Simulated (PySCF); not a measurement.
# AlCl4: the cost of one run

Computed with PySCF 2.14.0 (relaxation, HF, def2-tzvpd, and further levels as typed in the inputs, unless a step's input says otherwise).

## Step 1: Starting point

Bond lengths: Al1–Cl2 2.150 Å, Al1–Cl3 2.150 Å, Al1–Cl4 2.150 Å, Al1–Cl5 2.150 Å. Angles: Cl2–Al1–Cl3 109.5°, Cl2–Al1–Cl4 109.5°, Cl2–Al1–Cl5 109.5°, Cl3–Al1–Cl4 109.5°, Cl3–Al1–Cl5 109.5°, Cl4–Al1–Cl5 109.5°.

As a file:

```xyz
5

Al    0.0000    0.0000    0.0000
Cl    1.2413    1.2413    1.2413
Cl   -1.2413   -1.2413    1.2413
Cl   -1.2413    1.2413   -1.2413
Cl    1.2413   -1.2413   -1.2413
```

## Step 2: Relaxation: AlCl4, charge -1

The input, run.py:

```python
from pyscf import gto, scf
from pyscf.geomopt.geometric_solver import optimize
mol = gto.M(atom="mol.xyz", basis="def2-tzvpd", charge=-1, verbose=4)
mf = scf.RHF(mol).run(conv_tol=1e-9)
m = optimize(mf, maxsteps=60)
print("optimised structure (A):")
for k in range(m.natm): print(m.atom_symbol(k), *(f"{x:.8f}" for x in m.atom_coords(unit="A")[k]))
```

The run is started by

```console
$ python run.py
```

**Question.** How long does this run take on 4 threads of Intel Xeon Platinum 8488C (Sapphire Rapids), shared host?

About 2.1 min.
